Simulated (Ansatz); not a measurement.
# Si2Sn3: the cost of one run

Computed with Ansatz 0.2.0 (DFT PBE, scalar-relativistic, plane waves, PAW, unless a step's input says otherwise).

## Step 1: The starting structure

The structure is hexagonal, space group P-6m2 (No. 187). Conventional cell: a = 3.039 Å, b = 3.039 Å, c = 28.656 Å, α = 90.00°, β = 90.00°, γ = 120.00°. Si (site symmetry 3m) is surrounded by 9 Si at 3.04 to 3.36 Å and 3 Sn at 3.36 Å. Around Si (site symmetry -6m2) lie 6 Si at 3.04 Å and 6 Sn at 3.36 Å. Si (site symmetry -6m2) has 12 Si at 3.04 to 3.36 Å as nearest neighbours. Sn (site symmetry 3m) is surrounded by 12 Sn at 3.04 to 3.36 Å. Around Sn (site symmetry 3m) lie 9 Sn at 3.04 to 3.36 Å and 3 Si at 3.36 Å.

Structure file:

```cif
data_structure
_symmetry_space_group_name_H-M 'P 1'
_symmetry_Int_Tables_number 1
_cell_length_a 3.0391
_cell_length_b 3.0391
_cell_length_c 28.6562
_cell_angle_alpha 90.000
_cell_angle_beta 90.000
_cell_angle_gamma 120.000
_cell_volume 229.21
loop_
_atom_site_label
_atom_site_type_symbol
_atom_site_fract_x
_atom_site_fract_y
_atom_site_fract_z
_atom_site_occupancy
Si1 Si 0.33333 0.66667 0.90000 1
Si2 Si 0.33333 0.66667 0.10000 1
Si3 Si 0.33333 0.66667 0.50000 1
Si4 Si 0.66667 0.33333 0.00000 1
Sn1 Sn 0.33333 0.66667 0.70000 1
Sn2 Sn 0.33333 0.66667 0.30000 1
Sn3 Sn 0.66667 0.33333 0.80000 1
Sn4 Sn 0.66667 0.33333 0.20000 1
Sn5 Sn 0.66667 0.33333 0.40000 1
Sn6 Sn 0.66667 0.33333 0.60000 1
```

The start is an ordering of an alloy on its end members' structure types: elements ordered on the sites of the Cd type, Si/Sn on Cd (P-6m2, No. 187).

## Step 2: A first look at the guess

input.yaml

```yaml
crystal:
  lattice:
    - [3.03910303, 0.0, 0.0]
    - [-1.51955152, 2.63194043, 0.0]
    - [0.0, 0.0, 28.6561981]
  atoms:
    - { symbol: Si, position: [0.33333333, 0.66666667, 0.9] }
    - { symbol: Si, position: [0.33333333, 0.66666667, 0.1] }
    - { symbol: Si, position: [0.33333333, 0.66666667, 0.5] }
    - { symbol: Si, position: [0.66666667, 0.33333333, 0.0] }
    - { symbol: Sn, position: [0.33333333, 0.66666667, 0.7] }
    - { symbol: Sn, position: [0.33333333, 0.66666667, 0.3] }
    - { symbol: Sn, position: [0.66666667, 0.33333333, 0.8] }
    - { symbol: Sn, position: [0.66666667, 0.33333333, 0.2] }
    - { symbol: Sn, position: [0.66666667, 0.33333333, 0.4] }
    - { symbol: Sn, position: [0.66666667, 0.33333333, 0.6] }
basis:
  ecutwfc: 420
kpoints:
  mp_grid: { grid: [6, 6, 1] }
hamiltonian:
  xc: pbe
scf:
  occupations: { method: gaussian, width: 0.1 }
  lower_state_search: "off"
output:
  forces: true
  stress: true
  eigenvalues: true
```

On the command line:

```sh
$ ansatz run input.yaml --threads 1 --pin off --max-ram 2560MiB --backend cpu --events-out ev --progress --plain --runs-dir out
```

**Question.** How long does this run take on 1 thread of AMD EPYC 9R45 (Zen 5), shared host, and how much memory does it need?

About 3.9 s, with a peak of 0.5 GiB.
